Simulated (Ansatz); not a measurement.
What does this script print? It uses the Ansatz DFT code, driven from Python.

Contents of `baoso3.extxyz`:
```text
5
Lattice="4.06423 0.0 0.0 0.0 4.06423 0.0 0.0 0.0 4.06423" Properties=species:S:1:pos:R:3 pbc="T T T"
Ba    0.00000000    0.00000000    0.00000000
Os    2.03211500    2.03211500    2.03211500
O     0.00000000    2.03211500    2.03211500
O     2.03211500    0.00000000    2.03211500
O     2.03211500    2.03211500    0.00000000
```

`plus_u.py`:
```python
from dataclasses import dataclass
import warnings

import ansatz
import numpy as np
import pandas as pd


@dataclass(frozen=True)
class RunConfig:
    functional: str = 'PBEsol'
    dispersion: str = 'd3bjatm'
    mesh: tuple[int, ...] = (5, 5, 5)
    width_ev: float = 0.3
    n_empty: int = 8


opts = RunConfig()


def count_gap(report):
    # lowest empty less highest filled band, counting bands; zero where they overlap
    return max(report.get('gap_by_band_count_ev') or 0.0, 0.0)

warnings.simplefilter('ignore', ansatz.DeckWarning)

baoso3 = ansatz.Crystal.from_extxyz('baoso3.extxyz')

base = baoso3.calculation()
base = base.functional(opts.functional, dispersion=opts.dispersion).basis(16 * ansatz.Ha, density_ratio=8)
base = base.kpoints(*opts.mesh)
base = base.occupations(ansatz.OccupationsMethod.COLD, width=opts.width_ev).mixing('anderson')
base = base.scf(extra_bands=opts.n_empty)
base = base.band_table()
rows = []
for u in [0.0, 1.5, 3.0, 4.5, 6.0]:
    rep = base.hubbard('Os', 'd', u_eff=u, projectors='atomic').run(threads=1).report
    shell = rep['hubbard']['n_scf']
    rows.append((u, count_gap(rep), sum(shell) / len(shell), rep['n_iterations']))
print(pd.DataFrame(rows, columns=['U_eff eV', 'gap by band count eV', 'Os d occupation (projector)', 'iterations']).round(4).to_string(index=False))
print('eigenvalues of the first occupation matrix at the last U, by spin:')
for channel in rep['hubbard']['n_eig'][0]:
    print('  ', ' '.join(f'{n:.3f}' for n in channel))
```

```console
$ python plus_u.py
 U_eff eV  gap by band count eV  Os d occupation (projector)  iterations
      0.0                   0.0                       7.2998          10
      1.5                   0.0                       7.3490          10
      3.0                   0.0                       7.3980          10
      4.5                   0.0                       7.4460          10
      6.0                   0.0                       7.4922          10
eigenvalues of the first occupation matrix at the last U, by spin:
   0.556 0.556 0.878 0.878 0.878
```

No spin polarisation was allowed. Dispersion corrections can be off by several per cent in the lattices of metals, and by several GPa in the pressure at a fixed cell. U, its shell and the double counting are chosen to explore, and aren't derived for this compound. For a metal this k-point mesh is coarse: on a finer one energies can move by several to tens of meV an atom and pressures by half a GPa or more, differences at one mesh by less. A gap by band count of zero or less means overlapping bands, a metal. A Hubbard U without spin forces both spins into the same orbitals, which can open a gap or pick a state that a spin-polarised run wouldn't. This cell is a computed structure, which may not be the phase found in nature. Gaps and levels are Kohn-Sham values on a finite set of k-points, without spin-orbit coupling. Shell occupations and the effect of U depend on the projectors; a run with no .spin step is spin-unpolarised, and each U may end in a state that isn't the lowest. The script silences the warnings on its input, which a real study should read. Hardware and time: 10 s on 1 thread of Arm Neoverse V2 (shared host), peak memory 0.46 GiB.

(Lines on the test bed's own set-up are left out of the output.)
